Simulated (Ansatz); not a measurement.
# C3H5BrO: the cost of one run

Method: RKS r2SCAN-D4/def2-SVP, in Ansatz 0.2.0.

**1. The structure to begin with**

Bond lengths: C1–C2 1.488 Å, C2–C3 1.320 Å, C3–O4 1.397 Å, C3–Br5 1.878 Å, C1–H6 1.166 Å, C1–H7 1.072 Å, C1–H8 1.041 Å, C2–H9 1.130 Å, O4–H10 0.900 Å. Angles: C1–C2–C3 123.6°, C1–C2–H9 117.3°, C3–C2–H9 119.0°, C2–C1–H6 105.5°, C2–C1–H7 113.6°, C2–C1–H8 110.2°, H6–C1–H7 106.7°, H6–C1–H8 108.1°, H7–C1–H8 112.4°, C2–C3–O4 125.4°, C2–C3–Br5 122.4°, O4–C3–Br5 112.1°, C3–O4–H10 107.2°.

Structure file:

```xyz
10

C    -1.1718   -0.8167    0.1005
C    -0.2687    0.2817    0.5402
C     0.8642    0.5831   -0.0667
O     1.3895   -0.0831   -1.1765
Br    2.0255    1.9140    0.5718
H    -2.1910   -0.3042   -0.1397
H    -0.8511   -1.3015   -0.7998
H    -1.3250   -1.4900    0.8798
H    -0.5629    0.8556    1.4687
H     2.1745    0.3097   -1.3753
```

**2. Relaxing end A**

The input, input.yaml:

```yaml
crystal:
  periodic: [false, false, false]
  atoms:
    - { symbol: C, position_ang: [-1.1718, -0.8167, 0.1005] }
    - { symbol: C, position_ang: [-0.2687, 0.2817, 0.5402] }
    - { symbol: C, position_ang: [0.8642, 0.5831, -0.0667] }
    - { symbol: O, position_ang: [1.3895, -0.0831, -1.1765] }
    - { symbol: Br, position_ang: [2.0255, 1.914, 0.5718] }
    - { symbol: H, position_ang: [-2.191, -0.3042, -0.1397] }
    - { symbol: H, position_ang: [-0.8511, -1.3015, -0.7998] }
    - { symbol: H, position_ang: [-1.325, -1.49, 0.8798] }
    - { symbol: H, position_ang: [-0.5629, 0.8556, 1.4687] }
    - { symbol: H, position_ang: [2.1745, 0.3097, -1.3753] }
basis:
  gaussian: { orbitals: def2-SVP }
hamiltonian:
  xc: r2scan
  dispersion: d4
relax:
  f_tol: 0.015
  max_steps: 40
```

On the command line:

```sh
$ ansatz run input.yaml --threads 2 --pin off --max-ram 3072MiB --backend cpu --events-out ev --progress --plain --runs-dir out
```

**Question.** How long does this run take on 2 threads of Arm Neoverse V1, shared host, and how much memory does it need?

About 68 s, with a peak of 0.17 GiB.
